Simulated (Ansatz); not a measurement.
# (111) superlattice of 4 and 8 atomic planes of ZnSe and ZnS, in-plane a of ZnSe, 12 atoms

Wanted: the effect of changed settings on energy, forces, pressure and convergence.

All numbers are computed with Ansatz 0.2.0 (PAW, plane waves).

1 further run of the same task is left out (it didn't finish).

### 1 The starting cell

12 atoms (6 Zn, 2 Se, 4 S); a = 3.983 Å, b = 3.983 Å, c = 18.395 Å, α = 90.00°, β = 90.00°, γ = 120.00°. All atoms were shaken off their sites by about 0.04 Å along each axis.

As a file:

```xyz
12
Lattice="2.8167 -2.8167 0.0000 0.0000 2.8167 -2.8167 10.6202 10.6202 10.6202" Properties=species:S:1:pos:R:3 pbc="T T T"
Zn    0.0112    0.0503   -0.0306
Zn    8.2522    2.6799    5.4559
Zn    2.8802    2.8571    0.0755
Zn    8.0866    8.0862    5.2677
Zn    5.6028    2.9269    2.8167
Zn   10.7712    7.9546    7.9161
Se    1.4246    1.4074    1.3684
Se    4.2441    4.2047    1.4540
S     6.7161    6.7353    6.6259
S     9.4082    9.4090    6.6000
S     6.8757    4.0728    4.1544
S    12.0941    9.3088    9.3072
```

### 2 PBEsol single point

Input file in.yaml:

```yaml
crystal:
  lattice:
    - [2.816686, -2.816686, 0.000000]
    - [0.000000, 2.816686, -2.816686]
    - [10.620168, 10.620168, 10.620168]
  atoms:
    - { symbol: Zn, position: [0.000316, 0.014510, 0.000969] }
    - { symbol: Zn, position: [0.990357, 0.002403, 0.514368] }
    - { symbol: Zn, position: [0.334645, 0.661100, 0.182446] }
    - { symbol: Zn, position: [0.333658, 0.667146, 0.672948] }
    - { symbol: Zn, position: [0.646382, 0.342765, 0.356126] }
    - { symbol: Zn, position: [0.671198, 0.342450, 0.836204] }
    - { symbol: Se, position: [0.008685, 0.011269, 0.131839] }
    - { symbol: Se, position: [0.334848, 0.655722, 0.310818] }
    - { symbol: S, position: [0.008400, 0.023616, 0.630159] }
    - { symbol: S, position: [0.332222, 0.664755, 0.797764] }
    - { symbol: S, position: [0.653760, 0.312384, 0.474033] }
    - { symbol: S, position: [0.659439, 0.329992, 0.963894] }
kpoints:
  mp_grid: { grid: [4, 4, 1] }
hamiltonian:
  xc: pbesol
scf:
  occupations: { method: fermi_dirac, width: 0.01 }
output:
  forces: true
  eigenvalues: true
  stress: true
  populations: true
```

On the command line:

```console
$ ansatz run in.yaml --threads 7 --pin off --max-ram 13300MiB --runs-dir r --events-out ev --progress --plain
```

### 3 Changed settings: mixer anderson, charge changed by -1

Edit in.yaml of step 2 so:

```diff
@@ -22,4 +22,7 @@
   xc: pbesol
+total_charge: -1
 scf:
   occupations: { method: fermi_dirac, width: 0.01 }
+  max_iter: 70
+  mixing: { algorithm: anderson }
 output:
@@ -28,2 +31 @@
   stress: true
-  populations: true
```

### 4 Variant: dispersion rVV10, cutoff 180 eV

Edit in.yaml of step 3 so:

```diff
@@ -20,9 +20,9 @@
   mp_grid: { grid: [4, 4, 1] }
+basis: { ecutwfc: 180 }
 hamiltonian:
   xc: pbesol
-total_charge: -1
+  dispersion: rvv10
 scf:
   occupations: { method: fermi_dirac, width: 0.01 }
-  max_iter: 70
-  mixing: { algorithm: anderson }
+  max_iter: 80
 output:
```

### 5 Changed settings: 60 extra bands

Edit in.yaml of step 4 so:

```diff
@@ -20,9 +20,8 @@
   mp_grid: { grid: [4, 4, 1] }
-basis: { ecutwfc: 180 }
 hamiltonian:
   xc: pbesol
-  dispersion: rvv10
 scf:
   occupations: { method: fermi_dirac, width: 0.01 }
-  max_iter: 80
+  max_iter: 60
+  n_extra_bands: 60
 output:
```

### 6 Changed settings: density cutoff ratio 8

Edit in.yaml of step 5 so:

```diff
@@ -20,2 +20,3 @@
   mp_grid: { grid: [4, 4, 1] }
+basis: { ecutrho_ratio: 8 }
 hamiltonian:
@@ -24,4 +25,3 @@
   occupations: { method: fermi_dirac, width: 0.01 }
-  max_iter: 60
-  n_extra_bands: 60
+  max_iter: 70
 output:
```

Q: Predict the outcome of this session. Wanted: for each run, settings; status; energy from base; forces from base.

As calculated:

| settings | status | cycles | time | energy from base (meV/atom) | forces from base (eV/Å rms) | filled to empty level on the mesh (eV) |
| --- | --- | --- | --- | --- | --- | --- |
| base | converged | 9 | 3.7 s (7 CPU threads) | 0 | 0 | 1.03 |
| mixer anderson, charge changed by -1 | converged | 19 | 5.8 s (7 CPU threads) | - | 0.098 | - |
| dispersion rVV10, cutoff 180 eV | refused | - | 0.1 s (7 CPU threads) | - | - | - |
| 60 extra bands | converged | 9 | 4.4 s (7 CPU threads) | 0.0 | 0.000 | 1.03 |
| density cutoff ratio 8 | converged | 9 | 3.3 s (7 CPU threads) | 0.0 | 0.000 | 1.03 |

**What this shows.** Among these variants the forces move most with mixer anderson, charge changed by -1 (0.098 eV/Å rms). 1 of 4 variants gave no result: dispersion rVV10, cutoff 180 eV (refused).
